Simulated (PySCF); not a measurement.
# MoOOH: relaxation and vibrations of the quartet

The task is one start of a wider search on MoOOH: the quartet, from a bent start. It is relaxed, tested by its Hessian and followed downhill if it is a saddle.

Program: PySCF 2.14.0. Level of theory: PBE0, basis Mo def2-TZVP with ECP28, O def2-TZVP, H def2-TZVP, scalar-relativistic core potentials, no spin–orbit coupling, density fitting. These are calculated values, not measurements.

## Step 1: Starting geometry

4 atoms, charge 0, spin multiplicity 4.

Bond lengths: Mo1–O2 1.780 Å, Mo1–O3 2.010 Å, O3–H4 0.960 Å. Angles: O2–Mo1–O3 110.0°, Mo1–O3–H4 130.0°.

Z-matrix (Å, degrees; charge 0 multiplicity 4):
```
Mo
O  1 1.7800
O  1 2.0100 2 110.00
H  3 0.9600 1 130.00 2 90.00
```

## Step 2: Finding the electronic state

The steps below are one call of a driver around PySCF. For each, scf.py gives the equivalent set-up of the SCF; relaxations use the driver's own optimiser. After this first run the driver tries any further starts and a stability analysis.

scf.py

```python
from pyscf import gto, scf, dft
mol = gto.M(atom='''
Mo     0.000000     0.000000     0.000000
O      1.458100     0.000000     1.021000
O     -1.646500     0.000000     1.152900
H     -2.152000     0.735400     1.506800''',
    basis={'Mo': 'def2-TZVP', 'O': 'def2-TZVP', 'H': 'def2-TZVP'},
    ecp={'Mo': 'def2-TZVP'},
    charge=0, spin=3)
mf = dft.UKS(mol, xc='PBE0')
mf.grids.atom_grid = (50, 194)
aux = {'Mo': 'def2-universal-JKFIT', 'O': 'def2-universal-JKFIT', 'H': 'def2-universal-JKFIT'}
mf = mf.density_fit(auxbasis=aux)
mf.conv_tol = 1e-08
mf.diis_space = 10
mf.max_cycle = 60
mf.init_guess = 'minao'
mf.verbose = 4
mf.kernel()
```

On the command line:

```sh
$ OMP_NUM_THREADS=4 python axn.py task.json out
```

The runs that follow: Bent start, quartet: relaxation; Vibrations and properties at this point.

Q: Predict the outcome of this session. Wanted: minimum; geometry; wavenumbers; dipole moment; highest occupied, lowest empty level; polar-tensor charge of Mo1; zero-point energy; atomisation energy; ⟨S²⟩.

**Answer**, as computed:

```
                                          quantity                                                                  value
                                           minimum                                                            quartet, Cs
                                          geometry  Mo–O 1.675 Å, Mo–O 1.887 Å, O–H 0.957 Å; H–O–Mo 139.8°, O–Mo–O 143.1°
                                wavenumbers (cm⁻¹)          174 (a'), 459 (a''), 555 (a'), 714 (a'), 1027 (a'), 3938 (a')
                                     dipole moment                                                                 2.38 D
highest occupied, lowest empty level (either spin)                                                        -6.00, -2.29 eV
                        polar-tensor charge of Mo1                                                                +1.21 e
                                 zero-point energy                                                            41.1 kJ/mol
                               entropy at 298.15 K                                                        294.2 J/(mol K)
         atomisation energy (no zero-point energy)                                                            1404 kJ/mol
                                              ⟨S²⟩                                                                  3.777
```

What this shows: From C1 at the start the molecule goes to a Cs minimum. The strongest infrared band lies at 1027 cm⁻¹ (a'). Most of the spin sits on Mo1 (Mulliken spin 3.14, against 3 for the whole molecule). The first SCF alone would have been 52 kJ/mol too high. Other starts or spin states, not run here, may lie lower. One determinant may miss the lowest occupation of an open d or f shell.
